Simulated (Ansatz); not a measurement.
# F2H3OScSi: one species, many methods

An exercise on one series of results from a longer session: the logs are not shown, and one member is left open.

Method: functionals in def2-TZVPP, the program's frozen cores in correlated methods; program: Ansatz 0.2.0, Gaussian basis.

The runs, in order: LDA (SPW92), PBE-D4, revPBE-D4, BLYP-D4, r2SCAN-D4, B97M-V, PBE0-D4, B3LYP-D4, r2SCANh-D4, r2SCAN0-D4, HSE06-D4, BHLYP-D4, CAM-B3LYP-D4, LC-ωPBE, ωB97X-V, ωB97M-V, B2PLYP, PBE-QIDH; CCSD(T)/def2-SVP; CCSD(T)/def2-TZVPP; MP2/def2-QZVPP; extrapolation to the limit; RPA on PBE.

## The geometry

An earlier PBE0-D4 in a triple-zeta def2 set relaxation fixed the geometry.

SMILES `[F][Sc]([F])[O][SiH3]`, 8 atoms, charge 0, spin multiplicity 1.

Atoms are counted from 1 here; the program's logs count them from 0.

Bond lengths: F1–Sc2 1.843 Å, Sc2–F3 1.843 Å, Sc2–O4 1.879 Å, O4–Si5 1.634 Å, Si5–H6 1.488 Å, Si5–H7 1.487 Å, Si5–H8 1.488 Å. Angles: F1–Sc2–F3 119.8°, F1–Sc2–O4 120.0°, F3–Sc2–O4 120.1°, Sc2–O4–Si5 179.3°, O4–Si5–H6 110.1°, O4–Si5–H7 110.4°, O4–Si5–H8 109.9°, H6–Si5–H7 108.7°, H6–Si5–H8 108.9°, H7–Si5–H8 108.8°.

Set-up of the first run:

in.yaml reads:

```yaml
crystal:
  periodic: [false, false, false]
  atoms:
    - {symbol: F, position_ang: [1.614982, -1.057094, 2.653952]}
    - {symbol: Sc, position_ang: [1.248892, -1.232638, 0.856713]}
    - {symbol: F, position_ang: [2.067732, -2.563144, -0.120266]}
    - {symbol: O, position_ang: [0.045646, -0.054793, 0.022699]}
    - {symbol: Si, position_ang: [-0.999265, 0.982232, -0.687198]}
    - {symbol: H, position_ang: [-2.232219, 1.109479, 0.135409]}
    - {symbol: H, position_ang: [-1.376329, 0.492566, -2.040182]}
    - {symbol: H, position_ang: [-0.369438, 2.323382, -0.821137]}
basis:
  gaussian: {orbitals: def2-TZVPP}
hamiltonian: {xc: lda}
output: {orbitals: {seedname: orbitals}}
```

The run is started by

```bash
ansatz run in.yaml --threads 4 --pin off --events-out ev --progress --plain --max-ram 10444MiB
```

Among the steps run: LDA; PBE-D4 (GGA); revPBE-D4 (GGA); BLYP-D4 (GGA); r2SCAN-D4 (meta-GGA); B97M-V (meta-GGA); B3LYP-D4 (hybrid); r2SCANh-D4 (hybrid); r2SCAN0-D4 (hybrid); HSE06-D4 (hybrid); BHLYP-D4 (hybrid); CAM-B3LYP-D4 (range-separated); LC-ωPBE (range-separated); ωB97X-V (range-separated); ωB97M-V (range-separated); B2PLYP (double hybrid); PBE-QIDH (double hybrid).

One of the session's tables, all rows but one given; the rest of the session is left out.

It belongs to the step «Orbital energies across the functionals». 

| functional | HOMO (eV) | LUMO (eV) | gap (eV) |
| --- | --- | --- | --- |
| LDA (SPW92) | -7.53 | -3.55 | 3.97 |
| PBE-D4 | -7.40 | -3.34 | 4.06 |
| revPBE-D4 | -7.35 | -3.20 | 4.14 |
| BLYP-D4 | -7.33 | -3.39 | 3.94 |
| r2SCAN-D4 | -7.75 | -2.98 | 4.76 |
| B97M-V | -7.84 | -3.19 | 4.65 |
| PBE0-D4 | -8.84 | -2.42 | 6.42 |
| B3LYP-D4 | -8.65 | -2.84 | 5.81 |
| r2SCANh-D4 | ? | ? | ? |
| r2SCAN0-D4 | -9.08 | -2.18 | 6.90 |
| HSE06-D4 | -8.44 | -2.80 | 5.64 |
| BHLYP-D4 | -10.23 | -1.77 | 8.46 |
| CAM-B3LYP-D4 | -10.29 | -1.64 | 8.65 |
| LC-ωPBE | -11.61 | -0.25 | 11.36 |
| ωB97X-V | -11.28 | -0.45 | 10.83 |
| ωB97M-V | -11.14 | -0.88 | 10.27 |

Estimate the missing values for r2SCANh-D4.

Worked estimate for «HOMO (eV)». Against the share of exact exchange, r2SCAN-D4 (0, -7.75), r2SCAN0-D4 (0.25, -9.08) give a slope of -5.32 per unit share; at 0.1 the line stands at -8.28.

The run gave: HOMO (eV): -8.28; LUMO (eV): -2.66; gap (eV): 5.63. In «HOMO (eV)» the line misses by 0.00.
